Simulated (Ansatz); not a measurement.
**MoN+ (quintet): wave-function methods side by side, def2-QZVPP**

The task here is to estimate one member of a computed series from the others.

Program: Ansatz 0.2.0, Gaussian basis. Level of theory: def2-QZVPP, core rule «outside noble gas», up to 5 orbitals frozen. These are calculated values, not measurements.

Plan: UHF; ROHF; CCSD(T) on UHF.

2 further runs of the same task are left out: 2 set aside as unsound or not needed.

## The system

The geometry is a PBE0/def2-TZVP stationary point (not a proven minimum) of the parent state, kept for this charge and spin. No spin-orbit coupling is included. Elements past krypton take def2 core potentials.

2 atoms, charge 1, spin multiplicity 5.

Atoms are counted from 1 here; the program's logs count them from 0.

Bond lengths: Mo1–N2 1.583 Å.

The first run:

in.yaml

```yaml
crystal:
  periodic: [false, false, false]
  atoms:
    - {symbol: Mo, position_ang: [0.000000, 0.000000, 0.000000]}
    - {symbol: N, position_ang: [0.000000, 0.000000, 1.583400]}
basis:
  gaussian: {orbitals: "def2-QZVPP.json"}
total_charge: 1
magnetization: {spin_polarized: true, initial_magnetization: 4}
hamiltonian: {xc: hf}
output: {orbitals: {seedname: orbitals}}
```

Command:

```console
ansatz run in.yaml --threads 1 --pin off --events-out ev --progress --plain --max-ram 4096MiB --backend cpu
```

Among the steps run: UHF; ROHF; CCSD(T) on UHF.

One of the session's tables, all rows but one given; the rest of the session is left out.

```
  method  from UCCSD(T) (meV)
    ROHF              +9799.4
     UHF                    ?
    UMP2              +1079.3
   UCCSD               +586.6
UCCSD(T)                    0
```

**Question.** Estimate the row for UHF.

The run gave: from UCCSD(T) (meV): +9347.1. In the column «from UCCSD(T) (meV)» it lies between UMP2 (+1079.3) and ROHF (+9799.4).
